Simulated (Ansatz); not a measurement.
Task: a single point in a Gaussian basis of C2H6B2F2, SMILES BCCB(F)F, with the Ansatz DFT code, driven from Python. Give the script and its output. Use: PBE, def2-SVP basis, multiplicity 1.

```xyz
12

B    -1.6448   -0.1517   -0.5592
C    -0.3021   -0.9270   -0.1744
C     0.6057   -0.1097    0.7545
B     1.2969    1.1256    0.0119
F     2.1694    0.8973   -1.1168
F     1.0641    2.4727    0.4788
H    -2.3925    0.1950    0.2873
H    -1.8913    0.0807   -1.6908
H    -0.5924   -1.8649    0.3446
H     0.2427   -1.2075   -1.1018
H     0.0299    0.2587    1.6312
H     1.4144   -0.7691    1.1347
```

Script `energy_c2h6b2f2.py`:
```python
"""Electronic structure of the C2H6B2F2 molecule."""

from dataclasses import dataclass
from pathlib import Path

import ansatz as az
from ase import Atoms
import numpy as np


@dataclass(frozen=True)
class RunConfig:
    basis: str = "def2-SVP"
    xc: str = "pbe"


opts = RunConfig()


def main() -> None:
    atoms = Atoms(["B", "C", "C", "B", "F", "F", "H", "H", "H", "H", "H", "H"], positions=[
        (-1.6448, -0.1517, -0.5592),
        (-0.3021, -0.927, -0.1744),
        (0.6057, -0.1097, 0.7545),
        (1.2969, 1.1256, 0.0119),
        (2.1694, 0.8973, -1.1168),
        (1.0641, 2.4727, 0.4788),
        (-2.3925, 0.195, 0.2873),
        (-1.8913, 0.0807, -1.6908),
        (-0.5924, -1.8649, 0.3446),
        (0.2427, -1.2075, -1.1018),
        (0.0299, 0.2587, 1.6312),
        (1.4144, -0.7691, 1.1347),
    ])
    c2h6b2f2 = az.Crystal.molecule_from_ase(atoms)

    setup = c2h6b2f2.calculation()
    setup = setup.basis(gaussian=opts.basis)
    setup = setup.functional(opts.xc)
    setup = setup.forces()
    setup = setup.orbitals()
    print(setup.to_yaml())
    res = setup.run(threads=1, runs_dir="c2h6b2f2_runs")
    report = res.report

    for key in ("converged", "free_energy_ev", "reference_energy_ev", "n_frozen", "n_occupied", "n_virtual"):
        print(f"{key:22s} {report[key]}")

    field = report["mean_field"]
    print("<S^2> =", round(abs(field["state"]["spin_squared"]), 4), " all-electron relativity setting:", field["relativity"])
    print("passes:", field["passes"])
    if "symmetry" in field:
        print("occupied orbitals by irrep:", field["symmetry"]["occupied"])

    symbols = [site.symbol for site in c2h6b2f2.cartesian_sites]
    print("forces (eV/A)")
    for symbol, f in zip(symbols, report["forces_ev_ang"]):
        print(f"  {symbol:2s} {f[0]:9.4f} {f[1]:9.4f} {f[2]:9.4f}")

    charges = report["charge_distribution"]
    dipole = np.array(charges["dipole_moment_e_ang"]) * 4.803205
    print("dipole (D): {:.3f} {:.3f} {:.3f}, length {:.3f}".format(*dipole, np.linalg.norm(dipole)))
    print("atom  Mulliken   Lowdin")
    for symbol, m, l in zip(symbols, charges["mulliken_charges_e"], charges["lowdin_charges_e"]):
        print(f"{symbol:4s} {m:9.3f} {l:8.3f}")

    lines = Path(report["orbitals_path"]).read_text().splitlines()
    field_of = lambda key: [line.split("=")[1].strip() for line in lines if line.startswith(key)]
    orbitals = [(27.211386 * float(e), s, float(n)) for e, s, n in zip(field_of("Ene="), field_of("Spin="), field_of("Occup="))]
    homo = max(e for e, _, n in orbitals if n > 0.5)
    lumo = min(e for e, _, n in orbitals if n < 0.5)
    for e, spin, n in sorted(orbitals):
        if homo - 10 < e < lumo + 5:
            print(f"{spin:6s} {e:10.3f} eV  occupation {n:.0f}")


if __name__ == "__main__":
    main()
```

```console
$ python energy_c2h6b2f2.py
crystal:
  periodic: [false, false, false]
  atoms:
    - { symbol: B, position_ang: [-1.6448, -0.1517, -0.5592] }
    - { symbol: C, position_ang: [-0.3021, -0.927, -0.1744] }
    - { symbol: C, position_ang: [0.6057, -0.1097, 0.7545] }
    - { symbol: B, position_ang: [1.2969, 1.1256, 0.0119] }
    - { symbol: F, position_ang: [2.1694, 0.8973, -1.1168] }
    - { symbol: F, position_ang: [1.0641, 2.4727, 0.4788] }
    - { symbol: H, position_ang: [-2.3925, 0.195, 0.2873] }
    - { symbol: H, position_ang: [-1.8913, 0.0807, -1.6908] }
    - { symbol: H, position_ang: [-0.5924, -1.8649, 0.3446] }
    - { symbol: H, position_ang: [0.2427, -1.2075, -1.1018] }
    - { symbol: H, position_ang: [0.0299, 0.2587, 1.6312] }
    - { symbol: H, position_ang: [1.4144, -0.7691, 1.1347] }
basis:
  gaussian:
    orbitals: def2-SVP
hamiltonian:
  xc: pbe
output:
  orbitals: {}
  forces: true

converged              True
free_energy_ev         -8942.956736928543
reference_energy_ev    -8942.956736928543
n_frozen               0
n_occupied             [23, 23]
n_virtual              [91, 91]
<S^2> = 0.0  all-electron relativity setting: none
passes: {'evaluations': 17, 'products': 12}
occupied orbitals by irrep: [{'A': 23}, {'A': 23}]
forces (eV/A)
  B     1.1544   -0.8118    0.3236
  C    -0.6863    0.2443   -0.8292
  C     0.4222    0.8675   -0.1019
  B     0.9869    1.5699   -0.7102
  F    -2.1765    1.0208    2.8018
  F     0.8761   -3.2075   -1.5743
  H    -0.5494    0.2986    0.6665
  H    -0.2755    0.2126   -0.8391
  H    -0.0904   -0.1291    0.0339
  H     0.0612   -0.1292    0.1575
  H     0.1394    0.0064    0.0016
  H     0.1379    0.0575    0.0697
dipole (D): -0.381 -1.794 0.935, length 2.058
atom  Mulliken   Lowdin
B       -0.008   -0.025
C       -0.085   -0.003
C       -0.107    0.003
B        0.282   -0.409
F       -0.154    0.156
F       -0.152    0.156
H        0.005   -0.021
H        0.007   -0.021
H        0.051    0.045
H        0.045    0.031
H        0.056    0.043
H        0.060    0.045
Alpha     -15.481 eV  occupation 2
Alpha     -13.227 eV  occupation 2
Alpha     -12.329 eV  occupation 2
Alpha     -11.940 eV  occupation 2
Alpha     -11.418 eV  occupation 2
Alpha     -11.008 eV  occupation 2
Alpha     -10.392 eV  occupation 2
Alpha     -10.116 eV  occupation 2
Alpha      -9.745 eV  occupation 2
Alpha      -9.553 eV  occupation 2
Alpha      -9.136 eV  occupation 2
Alpha      -8.322 eV  occupation 2
Alpha      -7.782 eV  occupation 2
Alpha      -7.517 eV  occupation 2
Alpha      -2.768 eV  occupation 0
Alpha      -1.582 eV  occupation 0
Alpha       0.706 eV  occupation 0
Alpha       1.644 eV  occupation 0
Alpha       2.115 eV  occupation 0
Alpha       2.198 eV  occupation 0
```

What to keep in mind:
- Total energies depend on the basis set; only differences at equal settings carry meaning.
- The geometry is a force-field or estimated start, not a minimum of this method, and the basis set is short of its limit.
- The Löwdin charges here are taken after orthogonalising the functions within each atom; they differ from plain Löwdin charges, and their signs can be unphysical.
- Alpha marks a spatial orbital of a restricted run, filled by both spins.
- Levels such as HOMO and LUMO are orbital energies: with these approximate functionals they aren't the ionisation energy and electron affinity, and their gap isn't the fundamental gap.
- Timing: 4.5 s on 1 thread of Arm Neoverse V1, on a shared host, peak memory 0.21 GiB.

(Lines on the test bed's own set-up are left out of the output.)
